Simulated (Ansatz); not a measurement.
Run this with Ansatz's Python interface and show what comes out.

Script `scan.py`:
```python
# -*- coding: utf-8 -*-
import warnings

import ansatz
import numpy as np

warnings.simplefilter('ignore', ansatz.DeckWarning)

mol = (
    ansatz.Crystal.molecule()
    .atom('C', (-0.9369, 0.6169, -0.5889))
    .atom('O', (0.3703, 0.3223, -0.7371))
    .atom('Ga', (0.8951, -0.5544, 0.7755))
    .atom('H', (-1.2548, 1.1834, -1.5293))
    .atom('H', (-1.6223, -0.2465, -0.4669))
    .atom('H', (-1.1301, 1.3903, 0.2397))
    .atom('H', (0.4421, -0.359, -1.4475))
    .atom('H', (0.1021, -1.8846, 0.9737))
    .atom('H', (0.7298, 0.4175, 2.1114))
    .atom('H', (2.4879, -0.937, 0.6724))
)

symbols = [site.symbol for site in mol.cartesian_sites]
start = np.array([site.position_ang for site in mol.cartesian_sites])
axis = (start[5] - start[0]) / np.linalg.norm(start[5] - start[0])
moving = [5]
lengths, energies = [1.012, 1.058, 1.104, 1.15, 1.196, 1.242, 1.288, 1.357], []
for length in lengths:
    xyz = start.copy()
    xyz[moving] += (length - np.linalg.norm(start[5] - start[0])) * axis
    point = ansatz.Crystal.molecule()
    for symbol, place in zip(symbols, xyz):
        point = point.atom(symbol, place.tolist())
    setup = point.calculation().basis(gaussian='def2-SVP').functional('b3lyp', dispersion='d4')
    report = setup.run().report
    energies.append(report['free_energy_ev'])
    print(f'r = {length:6.3f} A  E = {energies[-1]:.5f} eV  <S^2> = {abs(report["mean_field"]["state"]["spin_squared"]):.3f}')

fit = np.polynomial.Polynomial.fit(lengths, np.array(energies) - min(energies), 4).convert()
roots = [r.real for r in fit.deriv().roots() if abs(r.imag) < 1e-9 and fit.deriv(2)(r.real) > 0]
r_e = min(roots, key=lambda r: abs(r - lengths[int(np.argmin(energies))]))
print(f'minimum of the fit at {r_e:.4f} A, force constant {fit.deriv(2)(r_e):.2f} eV/A^2')
```

```console
$ python scan.py
r =  1.012 A  E = -55566.80872 eV  <S^2> = 0.000
r =  1.058 A  E = -55566.92707 eV  <S^2> = 0.000
r =  1.104 A  E = -55566.95487 eV  <S^2> = 0.000
r =  1.150 A  E = -55566.91297 eV  <S^2> = 0.000
r =  1.196 A  E = -55566.81785 eV  <S^2> = 0.000
r =  1.242 A  E = -55566.68254 eV  <S^2> = 0.000
r =  1.288 A  E = -55566.51742 eV  <S^2> = 0.000
r =  1.357 A  E = -55566.23222 eV  <S^2> = 0.000
minimum of the fit at 1.0977 A, force constant 34.24 eV/A^2
```

Total energies depend on the basis set; only differences at equal settings carry meaning. The rest of the molecule is held rigid at a force-field or estimated start geometry, and the basis set is modest; single-reference methods fail as a bond breaks. b3lyp holds the VWN-RPA fit, as in Gaussian; the form of ORCA and Turbomole is b3lyp5. The orbitals are restricted, so S² is zero by construction. Wall time of the script: 27 s on 1 thread of Arm Neoverse V1 (shared host), peak memory 0.26 GiB.
